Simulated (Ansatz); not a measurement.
# FH₃O₃Si: up Jacob's ladder to CCSD(T)

Aim: compute FH₃O₃Si with functionals from several rungs and with coupled cluster, and see how far each lands from CCSD(T) at the basis-set limit for the atomisation energy.

Program: Ansatz 0.2.0, Gaussian basis. Level of theory: functionals in def2-TZVPP, the program's frozen cores in correlated methods. These are calculated values, not measurements.

Levels to be run: LDA (SPW92), PBE-D4, revPBE-D4, BLYP-D4, r2SCAN-D4, B97M-V, PBE0-D4, B3LYP-D4, r2SCANh-D4, r2SCAN0-D4, HSE06-D4, BHLYP-D4, CAM-B3LYP-D4, LC-ωPBE, ωB97X-V, ωB97M-V, B2PLYP, PBE-QIDH; CCSD(T)/def2-SVP; CCSD(T)/def2-TZVPP; MP2/def2-QZVPP; extrapolation to the limit; RPA on PBE.

**1. The geometry**

The geometry comes from an earlier relaxation with PBE0-D4 in a triple-zeta def2 set; it is a stationary point, not always the lowest conformer.

8 atoms, charge 0, spin multiplicity 1.

Atoms are counted from 1 here; the program's logs count them from 0.

Bond lengths: O1–Si2 1.619 Å, O1–H6 0.958 Å, Si2–O3 1.619 Å, Si2–O4 1.619 Å, Si2–F5 1.594 Å, O3–H7 0.958 Å, O4–H8 0.958 Å. Angles: Si2–O1–H6 118.5°, O1–Si2–O3 109.9°, O1–Si2–O4 109.9°, O1–Si2–F5 109.0°, O3–Si2–O4 109.9°, O3–Si2–F5 109.0°, O4–Si2–F5 109.1°, Si2–O3–H7 118.5°, Si2–O4–H8 118.5°.

**2. LDA**

This LDA is Slater exchange with PW92 correlation.

Contents of in.yaml:

```yaml
crystal:
  periodic: [false, false, false]
  atoms:
    - {symbol: O, position_ang: [-0.014884, 1.553676, -0.307606]}
    - {symbol: Si, position_ang: [0.050596, -0.048830, -0.087876]}
    - {symbol: O, position_ang: [0.980088, -0.392189, 1.192303]}
    - {symbol: O, position_ang: [-1.440993, -0.634594, 0.141685]}
    - {symbol: F, position_ang: [0.681981, -0.726336, -1.385614]}
    - {symbol: H, position_ang: [-0.516436, 1.893596, -1.049291]}
    - {symbol: H, position_ang: [1.899333, -0.124059, 1.175178]}
    - {symbol: H, position_ang: [-1.547684, -1.578263, 0.265422]}
basis:
  gaussian: {orbitals: def2-TZVPP}
hamiltonian: {xc: lda}
output: {orbitals: {seedname: orbitals}}
```

After this run come: PBE-D4 (GGA); revPBE-D4 (GGA); BLYP-D4 (GGA); r2SCAN-D4 (meta-GGA); B97M-V (meta-GGA); PBE0-D4 (hybrid); B3LYP-D4 (hybrid); r2SCANh-D4 (hybrid); r2SCAN0-D4 (hybrid); HSE06-D4 (hybrid); BHLYP-D4 (hybrid); CAM-B3LYP-D4 (range-separated); LC-ωPBE-D4 (range-separated); ωB97X-V (range-separated); ωB97M-V (range-separated); B2PLYP (double hybrid); PBE-QIDH (double hybrid); CCSD(T) in def2-SVP; CCSD(T) in def2-TZVPP; MP2 in def2-QZVPP; RPA on PBE orbitals.

**Question.** What will the summary of the whole plan be? Wanted: atomisation energy, CCSD(T)/CBS; farthest beyond LDA; mean size of error, GGA; mean size of error, meta-GGA; mean size of error, hybrid; mean size of error, range-separated; mean size of error, double hybrid; gap, smallest and largest; T1 diagnostic.

As calculated:

```
                               quantity                                  value
        atomisation energy, CCSD(T)/CBS                         823.8 kcal/mol
functionals within 4.1 kcal/mol (0.5 %)                                 PBE-D4
                    farthest beyond LDA              BHLYP-D4 (-48.2 kcal/mol)
                mean size of error, GGA                          12.7 kcal/mol
           mean size of error, meta-GGA                           8.9 kcal/mol
             mean size of error, hybrid                          25.3 kcal/mol
    mean size of error, range-separated                           8.2 kcal/mol
      mean size of error, double hybrid                          18.7 kcal/mol
              gap, smallest and largest  7.24 eV (BLYP-D4), 15.25 eV (LC-ωPBE)
                          T1 diagnostic                                 0.0111
triples share of the correlation energy                                  3.1 %
```

What this shows: The LDA atomisation energy is off by 120.1 kcal/mol (15 %): it overbinds. PBE-D4 is off by +0.7 kcal/mol. Double hybrids carry the basis error of their MP2 part in triple zeta, and no dispersion term here, so their miss is partly the set-up's. By mean error the best rung here is range-separated (8.2 kcal/mol) and the worst beyond LDA is hybrid (25.3 kcal/mol). The gap between the best rungs is small, so their order is not settled. The mean of the hybrids holds BHLYP, with half exact exchange. Misses under about 4.1 kcal/mol are within the doubt on the reference itself, which lacks core-valence correlation, relativity and higher excitations. Hartree-Fock recovers 70 % of the binding; the rest is correlation. CCSD(T) in def2-SVP is off by -82.9 kcal/mol, more than most functionals: a good method in a small basis is no reference. Orbital gaps span 7.2 to 15.2 eV; exact exchange widens them.
